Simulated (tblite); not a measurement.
# C6H11O2: the cost of one run

The runs use tblite 0.8.0 and PySCF 2.14.0, with density-fitted response routines of our own; the level of theory stands in each step. All values are computed, except where a source is named. Atoms count from 0, in the outputs and in this text.

### Step 1. Starting geometry

19 atoms, charge 0, multiplicity 2; geometry from: force field or distance geometry start.

Bonds of the start (Å): C0–C1 1.33, C1–C2 1.51, C1–C3 1.53, C3–O4 1.31, C3–O5 1.44, O5–C6 1.43, C6–C7 1.52, C0–H8 1.08, C0–H9 1.10, C2–H10 1.11, C2–H11 1.09, C2–H12 1.08, C3–H13 1.09, C6–H14 1.10, C6–H15 1.08, C7–H16 1.10, C7–H17 1.08, C7–H18 1.10.

### Step 2. Optimising the geometry with GFN2-xTB

What the job is given:

```
{"job": {"kind": "relax", "xc": "GFN2-xTB", "basis": "xTB"}, "charge": 0, "multiplicity": 2}
C     -2.560800     1.204400    -0.145600
C     -1.665200     0.237300    -0.352900
C     -2.009200    -1.215800    -0.098100
C     -0.234900     0.558700    -0.798700
O     -0.104200     0.107100    -2.017600
O      0.638900    -0.179600     0.082900
C      1.982600     0.311600     0.042700
C      2.815600    -0.500600     1.027300
H     -2.301800     2.239600    -0.326800
H     -3.583300     0.983600     0.178300
H     -3.066000    -1.326400     0.208200
H     -1.401100    -1.642000     0.694200
H     -1.891700    -1.808500    -0.998800
H     -0.065400     1.613900    -0.564700
H      2.000600     1.372700     0.341700
H      2.399500     0.207400    -0.947600
H      2.402000    -0.420800     2.039000
H      3.847100    -0.169700     1.032900
H      2.787600    -1.563700     0.760800
```

Launch:

```sh
OMP_NUM_THREADS=1 python probes_run.py task.json out
```

The driver reads the jobs from task.json and runs them one after another.

**Question.** How long does this first job take on 1 thread of Arm Neoverse N1, shared host, and how much memory does it need?

About 1.7 s, with a peak of 0.18 GiB.
